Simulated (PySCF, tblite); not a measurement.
**C₇H₃F₃O₂: geometry, infrared bands and NMR shifts**

Aim: predict the infrared bands and NMR shifts of C₇H₃F₃O₂ (`O=C1C=CC(=O)C(C(F)(F)F)=C1`).

Computed with tblite 0.8.0 and PySCF 2.14.0, with density-fitted response routines of our own, on a single molecule in the gas phase. Atoms count from 0, in the outputs and in this text.

## 1. Starting geometry

15 atoms, charge 0, multiplicity 1; geometry from: force field or distance geometry start.

Bonds of the start (Å): O0–C1 1.22, C1–C2 1.49, C2–C3 1.33, C3–C4 1.48, C4–O5 1.22, C4–C6 1.48, C6–C7 1.48, C7–F8 1.36, C7–F9 1.36, C7–F10 1.37, C6–C11 1.33, C11–C1 1.47, C2–H12 1.07, C3–H13 1.09, C11–H14 1.10.

## 2. Geometry optimisation with GFN2-xTB

Job settings and geometry (Å):

```
{"job": {"kind": "relax", "xc": "GFN2-xTB", "basis": "xTB"}, "charge": 0, "multiplicity": 1}
O      2.181100     2.181700     0.195900
C      1.497700     1.170600     0.098200
C      2.142200    -0.165100     0.011700
C      1.391600    -1.261000    -0.096900
C     -0.086700    -1.217700    -0.092700
O     -0.733300    -2.252700    -0.192800
C     -0.719800     0.114400    -0.004300
C     -2.197000     0.102700    -0.013400
F     -2.705600     1.355900     0.079100
F     -2.735900    -0.595500     1.025400
F     -2.711100    -0.420800    -1.166200
C      0.026000     1.216100     0.098000
H      3.211000    -0.186300     0.028000
H      1.843600    -2.254300    -0.165200
H     -0.408200     2.219900     0.173200
```

Command:

```sh
> OMP_NUM_THREADS=1 python probes_run.py task.json out
```

One launch serves the whole session: the jobs run in the order shown.

**Question.** This job is followed by: GFN2-xTB harmonic vibrations, gas phase; GIAO PBE0/pcSseg-1 NMR shielding, non-relativistic, gas phase. Predict these results of the whole session: strongest single infrared mode (GFN2-xTB); zero-point energy (GFN2-xTB); 13C shifts against TMS (PBE0/pcSseg-1); 1H shifts against TMS (PBE0/pcSseg-1); 17O shifts against H2O (PBE0/pcSseg-1); 19F shifts against CFCl3 (PBE0/pcSseg-1, means over atoms taken as alike).

The runs gave:

```
                                                                 quantity                                                value
                                strongest single infrared mode (GFN2-xTB)                                1710 cm⁻¹, 468 km/mol
                                             zero-point energy (GFN2-xTB)                                        53.5 kcal/mol
                                   13C shifts against TMS (PBE0/pcSseg-1)  192.7, 188.3, 142.2, 142.0, 140.6, 138.4, 130.5 ppm
                                    1H shifts against TMS (PBE0/pcSseg-1)                                 7.12, 6.95, 6.95 ppm
                                   17O shifts against H2O (PBE0/pcSseg-1)                                     794.3, 758.1 ppm
19F shifts against CFCl3 (PBE0/pcSseg-1, means over atoms taken as alike)                                            -80.8 ppm
```

**Reading.** Over 22 steps the energy fell by 0.107 eV; of the close pairs, C6–C7 changed most, 1.477 to 1.514 Å. All 39 modes are real, so the xTB geometry is a minimum. The strongest single mode, at 1710 cm⁻¹, moves mainly C4 and O5. GFN2-xTB is a fitted tight-binding method: band positions and strengths are rough. Its intensities can rank the bands wrongly.
